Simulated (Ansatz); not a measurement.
# HF/3-21G run of C3H4F2 (SMILES F/C=C\CF)

What is the electronic atomisation energy of C3H4F2 at HF/3-21G? 

Program for the calculation: Ansatz 0.2.0.

47 further runs of the same task are left out: 47 set aside as unsound or not needed.

### 1 The molecule

C3H4F2 has 9 atoms, charge 0, and is taken as a singlet. As SMILES, `F/C=C\CF`. The shape is that of a PBE0-D4/def2-TZVP optimisation. This is one conformer, not always the lowest.

Bond lengths: F1–C2 1.336 Å, C2–C3 1.320 Å, C3–C4 1.485 Å, C4–F5 1.387 Å, C2–H6 1.084 Å, C3–H7 1.084 Å, C4–H8 1.095 Å, C4–H9 1.091 Å. Some angles: F1–C2–C3 122.6°, C2–C3–C4 124.9°, C3–C4–F5 109.9°, F1–C2–H6 112.2°, C3–C2–H6 125.2°, C2–C3–H7 117.2°, C4–C3–H7 117.9°, C3–C4–H8 111.0°, C3–C4–H9 111.5°, F5–C4–H8 107.0°.

### 2 A single-point energy at HF/3-21G

job.yaml reads:

```yaml
crystal:
  periodic: [false, false, false]
  atoms:
    - {symbol: F, position_ang: [-1.771300, 0.696200, -0.764200]}
    - {symbol: C, position_ang: [-0.756800, -0.083800, -1.148800]}
    - {symbol: C, position_ang: [0.269900, -0.355400, -0.364300]}
    - {symbol: C, position_ang: [0.439500, 0.155200, 1.019400]}
    - {symbol: F, position_ang: [1.656600, 0.811400, 1.133700]}
    - {symbol: H, position_ang: [-0.888900, -0.458700, -2.156900]}
    - {symbol: H, position_ang: [1.042400, -1.001300, -0.765600]}
    - {symbol: H, position_ang: [0.449800, -0.666700, 1.742700]}
    - {symbol: H, position_ang: [-0.352600, 0.856800, 1.286900]}
basis:
  gaussian: {orbitals: 3-21G.json}
hamiltonian: {xc: hf}
accuracy: high
output: {orbitals: {seedname: orbitals}}
```

The basis set 3-21G is read from a file made from the Basis Set Exchange's data (not shown).

Started as:

```
$ ansatz run job.yaml --threads 1 --pin off --max-ram 3480MiB --events-out events.jsonl --progress --plain --runs-dir runs
```

The program printed:

```text
Warning: RAYON_NUM_THREADS=1 ignored (pool sized by the plan → 1); use --threads N
Functional definition: HF
  name "HF"
  exchange = exact_x
  correlation = 0
1204 factors; integrals over basis functions are off by at most 1.1e-8 eV
mean field evaluation 1: about -8516.1677 eV, gradient 2.8e1 eV
mean field evaluation 2: about -8516.6111 eV, gradient 2.9e1 eV
mean field evaluation 4: about -8518.5955 eV, gradient 2.6e0 eV
mean field evaluation 8: about -8518.6265 eV, gradient 2.1e-1 eV
mean field evaluation 16: about -8518.6267 eV, gradient 2.2e-8 eV
mean field -8518.62669279 eV, -313.0537568276 hartree, gradient 3.0e-8 eV, S^2 0.000000; 0 other end points of the search recorded, 0 dependent functions left out
reference -8518.62669279 eV, -313.0537568276 hartree; 20, 20 occupied and 33, 33 virtual orbitals, 1204 factors
Total energy: -8518.62669279 eV, -313.0537568276 hartree
```

Wall time 0.61 s (1 thread of Arm Neoverse V2, shared host); peak memory 0.11 GiB.

### 3 The C atom

input.yaml reads:

```yaml
crystal:
  periodic: [false, false, false]
  atoms:
    - symbol: C
      position_ang: [0.000000, 0.000000, 0.000000]
basis:
  gaussian:
    orbitals: 3-21G.json
accuracy: high
magnetization:
  spin_polarized: true
  initial_magnetization: 2
hamiltonian:
  xc: hf
```

The basis set 3-21G is read from a file made from the Basis Set Exchange's data (not shown).

Run the same way, it converges to -37.48107 Eh (log not shown).

### 4 The F atom

input.yaml reads:

```yaml
crystal:
  periodic: [false, false, false]
  atoms:
    - {symbol: F, position_ang: [0.000000, 0.000000, 0.000000]}
basis:
  gaussian:
    orbitals: 3-21G.json
accuracy: high
hamiltonian:
  xc: hf
magnetization:
  spin_polarized: true
  initial_magnetization: 1
```

The basis set 3-21G is read from a file made from the Basis Set Exchange's data (not shown).

Started as:

```
$ ansatz run input.yaml --threads 1 --pin off --max-ram 3480MiB --events-out events.jsonl --progress --plain --runs-dir runs
```

The program printed:

```text
Warning: RAYON_NUM_THREADS=1 ignored (pool sized by the plan → 1); use --threads N
[... 4 set-up lines as earlier in the session ...]
42 factors; integrals over basis functions are off by at most 1.1e-8 eV
mean field evaluation 1: about -2689.6565 eV, gradient 4.1e0 eV
mean field evaluation 2: about -2689.6568 eV, gradient 4.1e0 eV
mean field evaluation 4: about -2689.7090 eV, gradient 3.8e-1 eV
mean field evaluation 8: about -2689.7097 eV, gradient 1.4e-7 eV
mean field evaluation 16: about -2689.7097 eV, gradient 2.7e-2 eV
mean field -2689.70972651 eV, -98.8450092986 hartree, gradient 5.0e-8 eV, S^2 0.750308; 0 other end points of the search recorded, 0 dependent functions left out
reference -2689.70972651 eV, -98.8450092986 hartree; 5, 4 occupied and 4, 5 virtual orbitals, 42 factors
Total energy: -2689.70972651 eV, -98.8450092986 hartree
```

Wall time 0.04 s (1 thread of Arm Neoverse V2, shared host).

### 5 The H atom at the same level

run.yaml reads:

```yaml
crystal:
  periodic: [false, false, false]
  atoms:
    - symbol: H
      position_ang: [0.000000, 0.000000, 0.000000]
basis:
  gaussian:
    orbitals: 3-21G.json
magnetization:
  spin_polarized: true
  initial_magnetization: 1
hamiltonian:
  xc: hf
accuracy: high
```

The basis set 3-21G is read from a file made from the Basis Set Exchange's data (not shown).

Run the same way, it converges to -0.49620 Eh (log not shown).

### 6 Results

At HF/3-21G:

```
                     quantity          value
       molecule: total energy  -313.05376 Eh
        molecule: HOMO energy      -10.60 eV
        molecule: LUMO energy        4.41 eV
      molecule: HOMO–LUMO gap       15.01 eV
         C atom: total energy   -37.48107 Eh
                 C atom: ⟨S²⟩          2.001
         F atom: total energy   -98.84501 Eh
                 F atom: ⟨S²⟩          0.750
         H atom: total energy    -0.49620 Eh
                 H atom: ⟨S²⟩          0.750
electronic atomisation energy      25.463 eV
```

Taking the molecule apart into free atoms costs 25.46 eV (2457 kJ/mol), before zero-point energy and without spin-orbit coupling. Hartree–Fock lacks the correlation of the bonding pairs, which as a rule makes this value much too low; in minimal bases other errors can mask that. The basis has no polarisation functions, which makes bonds too weak.
